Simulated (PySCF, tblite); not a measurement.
# C₆H₉N: geometry, infrared bands and NMR shifts

Aim: predict the infrared bands and NMR shifts of C₆H₉N (`C#C[C@]1(C)CCN1`).

The runs use tblite 0.8.0 and PySCF 2.14.0, with density-fitted response routines of our own; the level of theory stands in each step. All values are computed, except where a source is named. Atoms count from 0, in the outputs and in this text.

**1. The molecule as given**

16 atoms, charge 0, multiplicity 1; geometry from: force field or distance geometry start.

Bonds of the start (Å): C0–C1 1.21, C1–C2 1.48, C2–C3 1.50, C2–C4 1.51, C4–C5 1.53, C5–N6 1.45, N6–C2 1.42, C0–H7 1.08, C3–H8 1.12, C3–H9 1.12, C3–H10 1.12, C4–H11 1.10, C4–H12 1.12, C5–H13 1.10, C5–H14 1.12, N6–H15 1.01.

**2. Optimising the geometry with GFN2-xTB**

Job settings and geometry (Å):

```
{"job": {"kind": "relax", "xc": "GFN2-xTB", "basis": "xTB"}, "charge": 0, "multiplicity": 1}
C     -1.956400     1.906900    -0.820600
C     -1.203100     1.023200    -0.498400
C     -0.264700    -0.040700    -0.077100
C     -0.939700    -1.233700     0.531700
C      0.876000     0.536900     0.717600
C      1.676100    -0.468200    -0.117600
N      0.634500    -0.395400    -1.120500
H     -2.627700     2.704800    -1.096500
H     -1.865700    -0.951400     1.085200
H     -0.196600    -1.696300     1.237500
H     -1.204300    -1.947500    -0.283300
H      1.065500     1.590100     0.460400
H      0.842600     0.299300     1.814000
H      2.677500    -0.118400    -0.405600
H      1.700200    -1.417500     0.468100
H      0.778000     0.217000    -1.906500
```

Started as:

```console
OMP_NUM_THREADS=1 python probes_run.py task.json out
```

This one command runs all jobs of the session in turn.

**Question.** This job is followed by: GFN2-xTB harmonic vibrations, gas phase; GIAO PBE0/pcSseg-1 NMR shielding, non-relativistic, gas phase. What will the session give for the following? strongest single infrared mode (GFN2-xTB); zero-point energy (GFN2-xTB); 13C shifts against TMS (PBE0/pcSseg-1); 1H shifts against TMS (PBE0/pcSseg-1, means over atoms taken as alike); 15N shifts against NH3 (PBE0/pcSseg-1).

The runs gave:

| quantity | value |
| --- | --- |
| strongest single infrared mode (GFN2-xTB) | 2956 cm⁻¹, 71 km/mol |
| zero-point energy (GFN2-xTB) | 83.8 kcal/mol |
| 13C shifts against TMS (PBE0/pcSseg-1) | 95.1, 79.0, 54.9, 43.3, 34.8, 34.2 ppm |
| 1H shifts against TMS (PBE0/pcSseg-1, means over atoms taken as alike) | 3.89, 3.50, 2.34, 2.23, 2.04, 1.51, 1.14 ppm |
| 15N shifts against NH3 (PBE0/pcSseg-1) | 68.3 ppm |

Over 89 steps the energy fell by 0.815 eV; of the close pairs, C2–N6 changed most, 1.422 to 1.477 Å. No mode is imaginary among the 42: a minimum at this level. The strongest single mode, at 2956 cm⁻¹, moves mainly H14. GFN2-xTB is a fitted tight-binding method: band positions and strengths are rough. Its intensities can rank the bands wrongly. At PBE0/pcSseg-1: The largest span, 317 ppm, is at C1, where the paramagnetic term is -170 ppm.
